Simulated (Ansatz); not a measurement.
# GaSbTe4: the cost of one run

Method: DFT PBE, scalar-relativistic, plane waves, PAW, in Ansatz 0.2.0.

### 1 The starting structure

Symmetry: Cmmm, No. 65, orthorhombic system. Conventional cell: a = 9.098 Å, b = 9.146 Å, c = 4.425 Å, α = 90.00°, β = 90.00°, γ = 90.00°. Ga (site symmetry mmm) has 6 Te at 2.76 to 2.81 Å as nearest neighbours. Around Sb (site symmetry mmm) lie 6 Te at 2.81 to 2.86 Å. Te (site symmetry 2mm) is surrounded by 2 Ga at 2.81 Å and 1 Sb at 2.81 Å. Te (site symmetry m2m) has 1 Ga at 2.76 Å and 2 Sb at 2.86 Å as nearest neighbours.

Coordinates:

```xyz
6
Lattice="4.5490 -4.5731 0.0000 4.5490 4.5731 0.0000 0.0000 0.0000 4.4245" Properties=species:S:1:pos:R:3 pbc="T T T"
Ga    0.0000    0.0000    2.2123
Sb    4.5490    0.0000    0.0000
Te    7.3624    0.0000    0.0000
Te    4.5490   -1.8134    2.2123
Te    1.7355    0.0000    0.0000
Te    4.5490    1.8134    2.2123
```

A structure generator made this guess: species swapped into a database cell of CrIrO4 (Cmmm, No. 65), with Ga on the Cr sites, Sb on the Ir sites and Te on the O sites. Its size is a rough estimate.

### 2 A first look at the guess

The input, input.yaml:

```yaml
crystal:
  lattice:
    - [4.54895405, -4.57309025, 0.0]
    - [4.54895405, 4.57309025, 0.0]
    - [0.0, 0.0, 4.42452025]
  atoms:
    - { symbol: Ga, position: [0.0, 0.0, 0.5] }
    - { symbol: Sb, position: [0.5, 0.5, 0.0] }
    - { symbol: Te, position: [0.80924636, 0.80924636, 0.0] }
    - { symbol: Te, position: [0.69826365, 0.30173635, 0.5] }
    - { symbol: Te, position: [0.19075364, 0.19075364, 0.0] }
    - { symbol: Te, position: [0.30173635, 0.69826365, 0.5] }
basis:
  ecutwfc: 420
kpoints:
  mp_grid: { grid: [4, 4, 4] }
hamiltonian:
  xc: pbe
scf:
  occupations: { method: gaussian, width: 0.1 }
  lower_state_search: "off"
output:
  forces: true
  stress: true
  eigenvalues: true
```

The run is started by

```bash
ansatz run input.yaml --threads 1 --pin off --max-ram 2560MiB --backend cpu --events-out ev --progress --plain --runs-dir out
```

Q: Estimate wall time and peak memory on 1 thread of Intel Xeon Platinum 8488C (Sapphire Rapids), shared host.

About 12 s, with a peak of 0.58 GiB.
